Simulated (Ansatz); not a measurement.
# Ca2ZrN2: the cost of one run

Method: DFT PBE, scalar-relativistic, plane waves, PAW, unless a step names another level, in Ansatz 0.2.0.

7 further runs of the same task are left out: 7 set aside as unsound or not needed.

## 1. The formula and the candidates

Pauling electronegativities: Ca 1.00, Zr 1.33, N 3.04 (spread 2.04). The formula balances with common oxidation states: Zr +2, Ca +2, N -3. Tabulated atomic sizes suggest about 16 Å³/atom. 32 candidates were drawn, by swapping species into database cells of other compounds, at random by space group and Wyckoff sites, or by hand, as the table says:

```csv
name,made from,space group no.,Wyckoff sites,atoms (primitive cell),V (Å³/atom)
c01,random,115,Ca 2g; Zr 1b; N 2f,5,18.3
c02,random,1,"Ca 1a, 1a; Zr 1a; N 1a, 1a",5,18.6
c03,random,187,"Ca 2i; Zr 1b; N 1d, 1f",5,19.2
c04,database cell of Pr2MgPd2,127,Ca 4h; Zr 2a; N 4g,10,19.6
c05,database cell of Na2ZnS2,72,Ca 8j; Zr 4a; N 8j,10,17.3
c06,random,12,Ca 4i; Zr 2d; N 4h,5,17.2
c07,random,186,"Ca 2b, 2b; Zr 2a; N 2b, 2a",10,19.1
c08,random,5,"Ca 4c; Zr 2a; N 2b, 2a",5,18.7
c09,database cell of Bi2SeO2,139,Ca 4e; Zr 2a; N 4c,5,14.6
c10,database cell of Sr2NiN2,107,"Ca 2a, 2a; Zr 2a; N 2a, 2a",5,17.3
c11,database cell of Eu2ZnSb2,187,"Ca 2i; Zr 1b; N 1a, 1d",5,19.4
c12,built by hand: Segregated rocksalt slabs with Zr bilayers,164,"Ca 2d, 2c; Zr 2d; N 2d, 2d",10,16.3
c13,random,139,Ca 8h; Zr 4d; N 8i,10,18.4
c14,random,55,Ca 4h; Zr 2a; N 4g,10,17.5
c15,random,136,Ca 4g; Zr 2b; N 4f,10,21.1
c16,database cell of SmSi2Ni2,139,Ca 4d; Zr 2a; N 4e,5,16.8
c17,database cell of Y2InNi2,65,Ca 4j; Zr 2a; N 4i,5,18.7
c18,database cell of Ce2Ni2Sn,71,Ca 4j; Zr 2a; N 4h,5,16.5
c19,random,99,"Ca 2c; Zr 1b; N 1b, 1b",5,19.7
c20,random,139,Ca 4c; Zr 2a; N 4d,5,21.1
c21,built by hand: Na2HgO2 (Ca2ZnN2),139,Ca 4e; Zr 2a; N 4e,5,16.3
c22,random,65,"Ca 2b, 2d; Zr 2a; N 4e",5,20.2
c23,built by hand: Li2CuO2,71,Ca 4j; Zr 2d; N 4i,5,16.3
c24,random,72,Ca 8j; Zr 4d; N 8h,10,19.0
c25,database cell of Li2ZrN2,164,Ca 2d; Zr 1a; N 2d,5,14.4
c26,built by hand: Layered anion-deficient rocksalt,164,Ca 2d; Zr 1a; N 2d,5,16.3
c27,database cell of Sc2SO2,194,Ca 4f; Zr 2b; N 4f,10,14.8
c28,random,47,Ca 2q; Zr 1e; N 2l,5,19.8
c29,random,69,"Ca 16k; Zr 8h; N 4b, 8e, 4a",10,20.5
c30,random,93,Ca 4o; Zr 2c; N 4h,10,17.6
c31,random,166,Ca 6c; Zr 3b; N 6c,5,18.9
c32,random,12,Ca 4e; Zr 2d; N 4h,5,16.7
```

## 2. Screening run of c11

The input, input.yaml:

```yaml
crystal:
  lattice:
    - [4.00835026, 0.0, 0.0]
    - [-2.00417513, 3.47133315, 0.0]
    - [0.0, 0.0, 6.97344845]
  atoms:
    - { symbol: Ca, position: [0.66666667, 0.33333333, 0.226403] }
    - { symbol: Ca, position: [0.66666667, 0.33333333, 0.773597] }
    - { symbol: Zr, position: [0.0, 0.0, 0.5] }
    - { symbol: "N", position: [0.0, 0.0, 0.0] }
    - { symbol: "N", position: [0.33333333, 0.66666667, 0.5] }
basis:
  ecutwfc: 420
kpoints:
  mp_grid: { grid: [4, 4, 2] }
hamiltonian:
  xc: pbe
scf:
  occupations: { method: gaussian, width: 0.15 }
  lower_state_search: "off"
output:
  forces: true
  stress: true
  eigenvalues: true
relax:
  adjacent_minimum: "off"
  f_tol: 0.08
  max_steps: 16
  cell: { stress_tol: 0.8 }
```

Started as:

```sh
$ ansatz run input.yaml --threads 1 --pin off --max-ram 2560MiB --backend cpu --events-out ev --progress --plain --runs-dir out
```

**Question.** How long does this run take on 1 thread of Intel Xeon at 2.50GHz (Skylake/Cascade Lake), shared host, and how much memory does it need?

About 43 s, with a peak of 0.36 GiB.
